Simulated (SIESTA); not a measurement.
HPbNO4:

```
H Pb N O
1.0
     4.12040   -0.00081   -0.01120
     0.00404    6.42722    0.05360
     0.02791    3.20707    7.74994
H Pb N O
2 2 2 8
Direct
  0.90366 0.21821 0.48851
  0.40337 0.78177 0.51142
  0.39455 0.30863 0.70725
  0.89489 0.69135 0.29266
  0.63409 0.19990 0.20730
  0.13386 0.80012 0.79275
  0.90829 0.32866 0.54369
  0.53792 0.39076 0.19497
  0.53483 0.11279 0.10602
  0.83718 0.08887 0.32672
  0.40817 0.67132 0.45624
  0.03774 0.60924 0.80520
  0.03429 0.88737 0.89397
  0.33716 0.91101 0.67330
```

The cell was built by a generator and needn't be a form met in nature.

Base run:

| Quantity | Value |
| --- | --- |
| Program | SIESTA 5.4.2 |
| Functional | RPBE |
| Potentials or basis | PseudoDojo 0.4 standard (PBE files) |
| Basis | DZP (energy shift 0.003 Ry; two zetas on semicore shells) |
| Grid cutoff | 800 Ry |
| Energy shift | 0.003 Ry |
| k mesh | 7 × 5 × 4 |
| Occupations | fermi-dirac, width 0.05 eV |
| Spin | no spin polarisation |

Its results: band gap on the k mesh 3.28 eV, indirect (least direct gap 3.34 eV); pressure 4.8 GPa; largest force 1.432 eV/Å.

**Question.** After a change of settings the same cell gave: band gap on the k mesh 3.15 eV, indirect (least direct gap 3.21 eV); pressure -2.8 GPa; largest force 1.023 eV/Å. Which change was it?
A. functional from RPBE to PBE
B. functional from RPBE to LDA; potentials or basis from PseudoDojo 0.4 standard (PBE files) to PseudoDojo 0.4 standard (LDA files)
C. functional from RPBE to AM05; potentials or basis from PseudoDojo 0.4 standard (PBE files) to PseudoDojo 0.4 standard (PBEsol files)
D. functional from RPBE to PBEsol; potentials or basis from PseudoDojo 0.4 standard (PBE files) to PseudoDojo 0.4 standard (PBEsol files)

**Answer.** B.

Caveats: spin-orbit coupling is left out, which as a rule narrows the gap of such compounds by several tenths of an eV; the basis of atomic orbitals isn't converged, which shifts pressures, moduli and gaps; the potentials were made for another functional, which shifts forces and pressure (some runs); forces of over 1 eV/Å show positions far from the minimum, so gaps and moduli don't describe the material at rest (some runs).

Not every run made on this cell is shown here.
